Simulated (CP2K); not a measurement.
# SiF3 (trifluorosilyl): UHF/STO-3G

What is the energy change on altering one bond length of SiF3 (trifluorosilyl) at UHF/STO-3G? 

Program for the calculation: CP2K 2026.2.

1 further run of the same task is left out (set aside as unsound or not needed).

### Step 1. The system as given

SiF3 has 4 atoms, charge 0, and is taken as a doublet. SMILES: `F[Si](F)F`. Geometry: relaxed at PBE0-D4/def2-TZVP.

Bond lengths: F1–Si2 1.581 Å, Si2–F3 1.581 Å, Si2–F4 1.581 Å. Angles: F1–Si2–F3 107.9°, F1–Si2–F4 107.9°, F3–Si2–F4 107.9°.

### Step 2. The energy at UHF/STO-3G

Input file molecule.xyz:

```xyz
4

F      0.784850    -0.507040     1.151700
Si    -0.282750     0.213060     0.234280
F     -0.994260    -0.892250    -0.644340
F      0.492160     1.186230    -0.741640
```

Input file qs.inp:

```
&FORCE_EVAL
   METHOD QS
   &DFT
      BASIS_SET_FILE_NAME ./sto_3g.basis
      POTENTIAL_FILE_NAME POTENTIAL
      MULTIPLICITY 2
      LSD T
      # Quickstep
      &QS
         METHOD GAPW
         EPS_DEFAULT 1.0E-10
      &END QS
      # plane-wave cutoff in Ry
      &MGRID
         CUTOFF 280
         REL_CUTOFF 50
         NGRIDS 4
      &END MGRID
      &POISSON
         PERIODIC NONE
         POISSON_SOLVER WAVELET
      &END POISSON
      # self-consistent field
      &SCF
         SCF_GUESS ATOMIC
         EPS_SCF 1.0E-06
         MAX_SCF 50
         &OT
            MINIMIZER DIIS
            PRECONDITIONER FULL_SINGLE_INVERSE
         &END OT
         &OUTER_SCF
            EPS_SCF 1.0E-06
            MAX_SCF 10
         &END OUTER_SCF
      &END SCF
      &XC
         &XC_FUNCTIONAL NONE
         &END XC_FUNCTIONAL
         # exact exchange
         &HF
            FRACTION 1
            &SCREENING
               EPS_SCHWARZ 1.0E-10
            &END SCREENING
            &MEMORY
               MAX_MEMORY 1050
            &END MEMORY
         &END HF
      &END XC
      &PRINT
         &MOMENTS
            PERIODIC F
            REFERENCE COM
            MAX_MOMENT 1
         &END MOMENTS
         &MO_CUBES
            NLUMO 5
            NHOMO -1
            WRITE_CUBE F
         &END MO_CUBES
         &LOWDIN ON
         &END LOWDIN
         &HIRSHFELD OFF
         &END HIRSHFELD
      &END PRINT
   &END DFT
   &SUBSYS
      &CELL
         ABC 12.1 12.1 12.1
         PERIODIC NONE
      &END CELL
      &TOPOLOGY
         COORD_FILE_NAME molecule.xyz
         COORD_FILE_FORMAT XYZ
         &CENTER_COORDINATES
         &END CENTER_COORDINATES
      &END TOPOLOGY
      &KIND F
         BASIS_SET STO-3G
         POTENTIAL ALL
         LEBEDEV_GRID 194
         RADIAL_GRID 100
      &END KIND
      &KIND Si
         BASIS_SET STO-3G
         POTENTIAL ALL
         LEBEDEV_GRID 194
         RADIAL_GRID 100
      &END KIND
   &END SUBSYS
&END FORCE_EVAL
&GLOBAL
   PROJECT_NAME qs
   RUN_TYPE ENERGY
   PRINT_LEVEL MEDIUM
&END GLOBAL
```

Launch:

```bash
$ OMP_NUM_THREADS=1 cp2k.psmp -i qs.inp -o qs.out
```

Log:

```text
CP2K| version string:                                       CP2K version 2026.2
[...]
 GLOBAL| Method name                                                        CP2K
[...]
 GLOBAL| Run type                                                         ENERGY
[...]
 DFT| Spin unrestricted (spin-polarized) Kohn-Sham calculation               UKS
 DFT| Multiplicity                                                             2
[...]
 DFT| Charge                                                                   0
[...]
 QS| Method:                                                                GAPW
[...]
 QS| Density cutoff [a.u.]:                                                140.0
[...]
 QS| Relative density cutoff [a.u.]:                                        25.0
[...]
                             - Atoms:                                          4
[...]
                             - Spherical basis functions:                     24
[...]
 Number of electrons:                                                         21
[...]
     1 OT DIIS     0.80E-01    1.4     0.77371105      -548.9738484089 -5.49E+02
[...]
    10 OT DIIS     0.80E-01    0.8     0.00000077      -579.7267768249 -4.78E-10
  *** SCF run converged in    10 steps ***
[...]
  Overlap energy of the core charge distribution:               0.00000015026006
  Self energy of the core charge distribution:               -439.35057629912205
  Core Hamiltonian energy:                                   -166.92987819025404
  Hartree energy:                                              56.24947099426881
  Exchange-correlation energy:                                  0.00000000000000
  Hartree-Fock Exchange energy:                               -51.56208114625240
[...]
                     Mulliken Population Analysis
 #  Atom  Element  Kind  Atomic population (alpha,beta) Net charge  Spin moment
       1     F        1         4.724834     4.616159    -0.340994     0.108675
       2     Si       2         6.825526     6.151488     1.022986     0.674038
       3     F        1         4.724823     4.616163    -0.340986     0.108661
       4     F        1         4.724817     4.616190    -0.341007     0.108626
 # Total charge and spin       21.000000    20.000000    -0.000000     1.000000
[...]
  Dipole moment [Debye]
    X= -0.1065938E+01 Y=  0.8027351E+00 Z=  0.8828943E+00  Total=      1.6000343
[...]
 HOMO - LUMO gap [eV] :   16.575337
 ENERGY| Total FORCE_EVAL ( QS ) energy [hartree]           -579.726776824850162
[...]
```

It took 2.3 min on 1 thread of Arm Neoverse V2, shared host; peak memory 0.76 GiB.

### Step 3. The distorted shape at the same level

Input file job.inp:

```
&GLOBAL
 PROJECT_NAME job
 RUN_TYPE ENERGY
 PRINT_LEVEL MEDIUM
&END GLOBAL

&FORCE_EVAL
 METHOD QS
 &DFT
  BASIS_SET_FILE_NAME ./sto_3g.basis
  POTENTIAL_FILE_NAME POTENTIAL
  MULTIPLICITY 2
  LSD T
  &QS
   METHOD GAPW
   EPS_DEFAULT 1.0E-10
  &END QS
  ! real-space grids
  &MGRID
   CUTOFF 280
   REL_CUTOFF 50
   NGRIDS 4
  &END MGRID
  ! cluster boundary conditions
  &POISSON
   PERIODIC NONE
   POISSON_SOLVER WAVELET
  &END POISSON
  ! self-consistent field
  &SCF
   SCF_GUESS ATOMIC
   EPS_SCF 1.0E-07
   MAX_SCF 80
   ADDED_MOS 10
   &DIAGONALIZATION
    ALGORITHM STANDARD
   &END DIAGONALIZATION
   &MIXING
    METHOD DIRECT_P_MIXING
    ALPHA 0.4
   &END MIXING
  &END SCF
  ! functional
  &XC
   &XC_FUNCTIONAL NONE
   &END XC_FUNCTIONAL
   &HF
    FRACTION 1
    &SCREENING
     EPS_SCHWARZ 1.0E-10
    &END SCREENING
    &MEMORY
     MAX_MEMORY 1050
    &END MEMORY
   &END HF
  &END XC
  &PRINT
   &MOMENTS
    PERIODIC F
    REFERENCE COM
    MAX_MOMENT 1
   &END MOMENTS
   &MO ON
    ENERGIES T
    OCCUPATION_NUMBERS T
    NDIGITS 6
    &EACH
     QS_SCF 0
    &END EACH
    ADD_LAST NUMERIC
   &END MO
   &LOWDIN ON
   &END LOWDIN
   &HIRSHFELD OFF
   &END HIRSHFELD
   &MO_MOLDEN ON
    NDIGITS 8
   &END MO_MOLDEN
  &END PRINT
 &END DFT
 ! structure
 &SUBSYS
  &CELL
   ABC 12.1 12.1 12.1
   PERIODIC NONE
  &END CELL
  &COORD
   SCALED T
   F    0.58013430   0.43702107   0.58392368
   Si   0.47866818   0.50546033   0.49673087
   F    0.41986570   0.41411240   0.42411764
   F    0.54271033   0.58588760   0.41607632
  &END COORD
  &KIND F
   BASIS_SET STO-3G
   POTENTIAL ALL
   LEBEDEV_GRID 194
   RADIAL_GRID 100
  &END KIND
  &KIND Si
   BASIS_SET STO-3G
   POTENTIAL ALL
   LEBEDEV_GRID 194
   RADIAL_GRID 100
  &END KIND
 &END SUBSYS
&END FORCE_EVAL
```

Launch:

```bash
$ OMP_NUM_THREADS=1 cp2k.psmp -i job.inp -o job.out
```

Log:

```text
CP2K| version string:                                       CP2K version 2026.2
[...]
 GLOBAL| Method name                                                        CP2K
[...]
 GLOBAL| Run type                                                         ENERGY
[...]
 *** WARNING in qs_environment.F:2191 :: More ADDED_MOs requested for beta ***
 *** spin than available.                                                  ***
 *** WARNING in qs_environment.F:2210 :: More added MOs requested than     ***
 *** available. The full set of unoccupied MOs will be used. Use           ***
 *** 'ADDED_MOS -1' to always use all available MOs and to get rid of this ***
[...]
 DFT| Spin unrestricted (spin-polarized) Kohn-Sham calculation               UKS
 DFT| Multiplicity                                                             2
[...]
 DFT| Charge                                                                   0
[...]
 QS| Method:                                                                GAPW
[...]
 QS| Density cutoff [a.u.]:                                                140.0
[...]
 QS| Relative density cutoff [a.u.]:                                        25.0
[...]
                             - Atoms:                                          4
[...]
                             - Spherical basis functions:                     24
[...]
 Number of electrons:                                                         21
[...]
     1 P_Mix/Diag. 0.40E+00    1.3     0.72427197      -579.1454481918 -5.79E+02
[...]
    26 DIIS/Diag.  0.11E-06    0.8     0.00000008      -579.7050235304 -3.41E-13
  *** SCF run converged in    26 steps ***
[...]
  Overlap energy of the core charge distribution:               0.00000010027784
  Self energy of the core charge distribution:               -439.35057629912205
  Core Hamiltonian energy:                                   -167.17282138137094
  Hartree energy:                                              56.42681479959976
  Exchange-correlation energy:                                  0.00000000000000
  Hartree-Fock Exchange energy:                               -51.46865340110128
[...]
  Ideal and single determinant S**2 :                    0.750000       0.781120
[...]
                     Mulliken Population Analysis
 #  Atom  Element  Kind  Atomic population (alpha,beta) Net charge  Spin moment
       1     F        1         4.769097     4.500366    -0.269463     0.268731
       2     Si       2         6.808851     6.255038     0.936111     0.553813
       3     F        1         4.711031     4.622286    -0.333317     0.088744
       4     F        1         4.711021     4.622309    -0.333330     0.088712
 # Total charge and spin       21.000000    20.000000    -0.000000     1.000000
[...]
  Dipole moment [Debye]
    X= -0.1232794E+01 Y=  0.9040629E+00 Z=  0.4976959E+00  Total=      1.6077354
 ENERGY| Total FORCE_EVAL ( QS ) energy [hartree]           -579.705023530402514
[...]
```

Run time: 24 s. Hardware: 1 thread of Arm Neoverse V2, shared host; peak memory 0.76 GiB.

### Step 4. Results

At UHF/STO-3G:

| quantity | value |
| --- | --- |
| first shape: total energy | -579.72678 Eh |
| first shape: dipole moment | 1.60 D |
| first shape: HOMO energy (highest over α and β) | -6.85 eV |
| first shape: LUMO energy (lowest over α and β) | 5.46 eV |
| first shape: ⟨S²⟩ | 0.757 |
| distorted shape: total energy | -579.70502 Eh |
| distorted shape: dipole moment | 1.61 D |
| distorted shape: HOMO energy (highest over α and β) | -7.19 eV |
| distorted shape: LUMO energy (lowest over α and β) | 5.05 eV |
| distorted shape: ⟨S²⟩ | 0.781 |
| energy change with the F1–Si2 bond stretched from 1.581 to 1.818 Å | 0.592 eV |

With the F1–Si2 bond stretched from 1.581 to 1.818 Å the energy rises by 0.59 eV (57.1 kJ/mol). The first shape isn't relaxed at this level, so the change isn't measured from a minimum. The minimal basis adds a large error of its own.
